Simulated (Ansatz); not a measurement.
# GeNHO+ (doublet): wave-function methods side by side, cc-pVDZ

The task here is to estimate one member of a computed series from the others.

The runs use Ansatz 0.2.0, Gaussian basis; cc-pVDZ, core rule «outside noble gas», up to 16 orbitals frozen.

To be run: UHF; CCSD(T) on ROHF; CCSD(T) on UHF; BCCD(T) on ROHF; CISD as a restricted active space (open shells left free, so some higher excitations enter); CCSDT(Q) on ROHF; CCSDT(Q) on UHF.

13 further runs of the same task are left out: 3 that didn't finish, 10 set aside as unsound or not needed. Runs told in other sessions of the task aren't counted.

### What is computed

The geometry is a PBE0/def2-TZVP stationary point (not a proven minimum) of the parent state, kept for this charge and spin. No spin-orbit coupling is included. The filled d shell of Ge may be among the frozen orbitals whatever the setting's name suggests.

4 atoms, charge 1, spin multiplicity 2.

Atoms are counted from 1 here; the program's logs count them from 0.

Bond lengths: Ge1–O2 1.893 Å, Ge1–H4 1.590 Å, O2–N3 1.176 Å. Angles: O2–Ge1–H4 85.1°, Ge1–O2–N3 171.0°.

Geometry (Å):

```
Ge    0.00000   -0.03440    0.70534
O     0.00000    0.08341   -1.18365
N     0.00000   -0.02878   -2.35401
H     0.00000    1.55524    0.66878
```

The first run:

in.yaml

```yaml
crystal:
  periodic: [false, false, false]
  atoms:
    - {symbol: Ge, position_ang: [0.000000, -0.034402, 0.705336]}
    - {symbol: O, position_ang: [0.000000, 0.083408, -1.183652]}
    - {symbol: N, position_ang: [0.000000, -0.028781, -2.354015]}
    - {symbol: H, position_ang: [0.000000, 1.555244, 0.668777]}
basis:
  gaussian: {orbitals: cc-pVDZ}
total_charge: 1
magnetization: {spin_polarized: true, initial_magnetization: 1}
hamiltonian: {xc: hf}
output: {orbitals: {seedname: orbitals}}
```

Command:

```
$ ansatz run in.yaml --threads 1 --pin off --events-out ev --progress --plain --max-ram 2393MiB
```

Steps of the session up to this table: UHF; CCSD(T) on ROHF; CCSD(T) on UHF; BCCD(T) on ROHF; CISD as a restricted active space (open shells left free, so some higher excitations enter); CCSDT(Q) on ROHF; CCSDT(Q) on UHF.

One table of the session follows, with a row left open; its other results are not shown here.

| method | from UCCSDT(Q) (meV) |
| --- | --- |
| ROHF | +11734.0 |
| UHF | +11551.2 |
| RMP2 | +1256.2 |
| UMP2 | +1425.1 |
| RCCSD | +514.3 |
| UCCSD | ? |
| RCCSD(T) | +91.7 |
| UCCSD(T) | +101.6 |
| BCCD(T) | +90.5 |
| RCCSDT | +51.2 |
| UCCSDT | +50.1 |
| RCCSDT(Q) | +8.4 |
| UCCSDT(Q) | 0 |

Estimate the missing values for UCCSD.

**Answer.** from UCCSDT(Q) (meV): +506.0. In the column «from UCCSDT(Q) (meV)» it lies between UCCSD(T) (+101.6) and RCCSD (+514.3).

Not comparable, so not listed: CISD as a restricted active space (open shells left free, so some higher excitations enter) (they don't share determinant, frozen orbitals or solution with the rows shown, or repeat one).

To keep in mind: Restricted and unrestricted rows rest on different reference determinants; a gap between their highest levels can come from leftover correlation error, from unlike frozen cores or from another state.
